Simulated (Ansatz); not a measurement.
# H₆OSSiSn: a ladder of functionals and wavefunction methods

How much do the methods differ for H₆OSSiSn? The plan is to run it at one geometry with functionals of several rungs and with coupled cluster. The yardstick is the atomisation energy at the CCSD(T) limit.

Computed with Ansatz 0.2.0, Gaussian basis. Level: functionals in def2-TZVPP, the program's frozen cores in correlated methods.

Plan: LDA (SPW92), PBE-D4, revPBE-D4, BLYP-D4, r2SCAN-D4, B97M-V, PBE0-D4, B3LYP-D4, r2SCANh-D4, r2SCAN0-D4, HSE06-D4, BHLYP-D4, CAM-B3LYP-D4, LC-ωPBE, ωB97X-V, ωB97M-V, B2PLYP, PBE-QIDH; CCSD(T)/def2-SVP; CCSD(T)/def2-TZVPP; MP2/def2-QZVPP; extrapolation to the limit; RPA on PBE.

**1. Structure used throughout**

An earlier PBE0-D4 in a triple-zeta def2 set relaxation fixed the geometry. Sn takes the def2 core potential; no spin-orbit term is included.

SMILES `O[SiH](S)[SnH3]`, 10 atoms, charge 0, spin multiplicity 1.

Atoms are counted from 1 here; the program's logs count them from 0.

Bond lengths: O1–Si2 1.650 Å, O1–H5 0.959 Å, Si2–S3 2.126 Å, Si2–Sn4 2.571 Å, Si2–H6 1.488 Å, S3–H7 1.344 Å, Sn4–H8 1.713 Å, Sn4–H9 1.706 Å, Sn4–H10 1.709 Å. Angles: Si2–O1–H5 117.5°, O1–Si2–S3 109.1°, O1–Si2–Sn4 111.1°, O1–Si2–H6 111.5°, S3–Si2–Sn4 110.5°, S3–Si2–H6 102.9°, Sn4–Si2–H6 111.4°, Si2–S3–H7 95.1°, Si2–Sn4–H8 111.5°, Si2–Sn4–H9 111.4°, Si2–Sn4–H10 109.7°, H8–Sn4–H9 108.1°, H8–Sn4–H10 107.6°, H9–Sn4–H10 108.4°.

**2. LDA**

This LDA is Slater exchange with PW92 correlation.

Input file in.yaml:

```yaml
crystal:
  periodic: [false, false, false]
  atoms:
    - {symbol: O, position_ang: [-0.457772, 1.129208, -1.743629]}
    - {symbol: Si, position_ang: [-0.004977, 1.034135, -0.160329]}
    - {symbol: S, position_ang: [2.054295, 1.534595, 0.005146]}
    - {symbol: Sn, position_ang: [-0.441056, -1.315654, 0.788192]}
    - {symbol: H, position_ang: [-1.287036, 0.716556, -1.992301]}
    - {symbol: H, position_ang: [-0.669505, 2.081749, 0.660442]}
    - {symbol: H, position_ang: [2.498740, 0.399851, -0.561134]}
    - {symbol: H, position_ang: [-1.940078, -1.943245, 0.246388]}
    - {symbol: H, position_ang: [-0.456313, -1.304236, 2.494225]}
    - {symbol: H, position_ang: [0.786901, -2.383958, 0.266002]}
basis:
  gaussian: {orbitals: def2-TZVPP}
hamiltonian: {xc: lda}
output: {orbitals: {seedname: orbitals}}
```

Run with:

```bash
$ ansatz run in.yaml --threads 4 --pin off --events-out ev --progress --plain --max-ram 10444MiB
```

The runs that follow: PBE-D4 (GGA); revPBE-D4 (GGA); BLYP-D4 (GGA); r2SCAN-D4 (meta-GGA); B97M-V (meta-GGA); PBE0-D4 (hybrid); B3LYP-D4 (hybrid); r2SCANh-D4 (hybrid); r2SCAN0-D4 (hybrid); HSE06-D4 (hybrid); BHLYP-D4 (hybrid); CAM-B3LYP-D4 (range-separated); LC-ωPBE (range-separated); ωB97X-V (range-separated); ωB97M-V (range-separated); B2PLYP (double hybrid); PBE-QIDH (double hybrid); CCSD(T) in def2-SVP; CCSD(T) in def2-TZVPP; MP2 in def2-QZVPP; RPA on PBE orbitals.

**Question.** What will the summary of the whole plan be? Wanted: atomisation energy, CCSD(T)/CBS; farthest beyond LDA; mean size of error, GGA; mean size of error, meta-GGA; mean size of error, hybrid; mean size of error, range-separated; mean size of error, double hybrid; gap, smallest and largest; T1 diagnostic.

The runs gave:

| quantity | value |
| --- | --- |
| atomisation energy, CCSD(T)/CBS | 2948.2 kJ/mol |
| functionals within 29.5 kJ/mol (1.0 %) | PBE-D4, r2SCAN-D4, B97M-V, CAM-B3LYP-D4, ωB97X-V, ωB97M-V |
| farthest beyond LDA | BHLYP-D4 (-108.8 kJ/mol) |
| mean size of error, GGA | 63.0 kJ/mol |
| mean size of error, meta-GGA | 21.9 kJ/mol |
| mean size of error, hybrid | 65.6 kJ/mol |
| mean size of error, range-separated | 30.6 kJ/mol |
| mean size of error, double hybrid | 80.3 kJ/mol |
| gap, smallest and largest | 4.97 eV (LDA (SPW92)), 11.50 eV (LC-ωPBE) |
| T1 diagnostic | 0.0132 |
| triples share of the correlation energy | 3.4 % |

In words: LDA overbinds by 382.5 kJ/mol (13 %). PBE-D4 is off by -29.0 kJ/mol. Double hybrids carry the basis error of their MP2 part in triple zeta, and no dispersion term here, so their miss is partly the set-up's. Taken by rung, meta-GGA functionals do best (21.9 kJ/mol on average) and double hybrid ones worst beyond LDA (80.3 kJ/mol). hybrid functionals lie within the reference's doubt of that worst mean (65.6 kJ/mol), so those two tie. The gap between the best rungs is small, so their order is not settled. The reference freezes the cores and leaves out spin-orbit coupling and excitations past (T), and its outer-core shells are covered unevenly, so misses under about 29.5 kJ/mol can't be ranked. All levels share the lack of spin-orbit coupling, which lowers the free heavy atoms and so the true binding. Hartree-Fock recovers 70 % of the binding; the rest is correlation. CCSD(T) in def2-SVP is off by -284.2 kJ/mol, more than most functionals: a good method in a small basis is no reference. The gap grows from 5.0 to 11.5 eV across the functionals, mostly with the share of exact exchange. Correlated methods include outer-core shells of Sn, which these sets cover unevenly.
